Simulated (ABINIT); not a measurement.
Set up this calculation in ABINIT 10.8.3 (patched build), as the native input.

```yaml
Task: single point
Functional: PBE
Potentials_or_basis: JTH PAW PBE v2.0
Cutoff: 463 eV
k_mesh: 11 × 11 × 6
Occupations: fermi-dirac, width 0.05 eV
Spin: no spin polarisation
Fine-grid_cutoff: 925.187 eV
```

The system is AgRh.

```
CELL_PARAMETERS angstrom
2.77759 0.00000 0.00000
-1.38879 2.40546 0.00000
0.00000 0.00000 4.80860
ATOMIC_POSITIONS crystal
Ag 0.97271 0.99520 0.50345
Rh 0.67133 0.31452 0.99114
```

The cell comes from a database or a generator and needn't be the stable form of this composition.

The cell isn't the ideal one: atoms moved at random, drawn with an rms of 0.05 Å.

These files were run (other wordings do the same):

run.abi

```
# Pseudopotentials
pp_dirpath "./"
pseudos "Ag.GGA_PBE-JTH.xml, Rh.GGA_PBE-JTH.xml"

# Structure
acell 2.7775881998 2.7775881998 4.808602 Angstrom
rprim
     1.0000000000     0.0000000000     0.0000000000
    -0.5000000000     0.8660254038     0.0000000000
     0.0000000000     0.0000000000     1.0000000000
ntypat 2
znucl 47 45
natom 2
typat 1 2
xred
    -0.0272880000    -0.0047970000     0.5034490000
     0.6713290000     0.3145220000    -0.0088590000
chkprim 0
chksymtnons 0
tolsym 1.0e-6

# Plane-wave basis
ecut 462.593566 eV
pawecutdg 34.0
pawxcdev 0

# k points
kptopt 1
ngkpt 11 11 6
nshiftk 1
shiftk 0.0 0.0 0.0

# Exchange and correlation
ixc 11

# Bands and occupations
nband 18
occopt 3
tsmear 0.05 eV

# SCF cycle
nstep 100
tolvrs 1.0e-9

# Output
iomode 3
prtwf 0
prtden 0
prteig 0
prtebands 0
```

Potentials or basis: JTH PAW PBE v2.0.

Command:

```sh
$ abinit run.abi > log 2>&1
```

It gave:

- Pressure: -1.9 GPa
- Largest force: 0.439 eV/Å
- Band gap on the k mesh: none (metal or under the smearing width)
- Valence electrons inside the program's atomic spheres: Ag 9.88; Rh 14.78

Wall time 65 s on 1 thread of AMD EPYC 9R45 96-Core Processor (Zen 5), with other jobs on the host, peak memory 0.24 GiB.
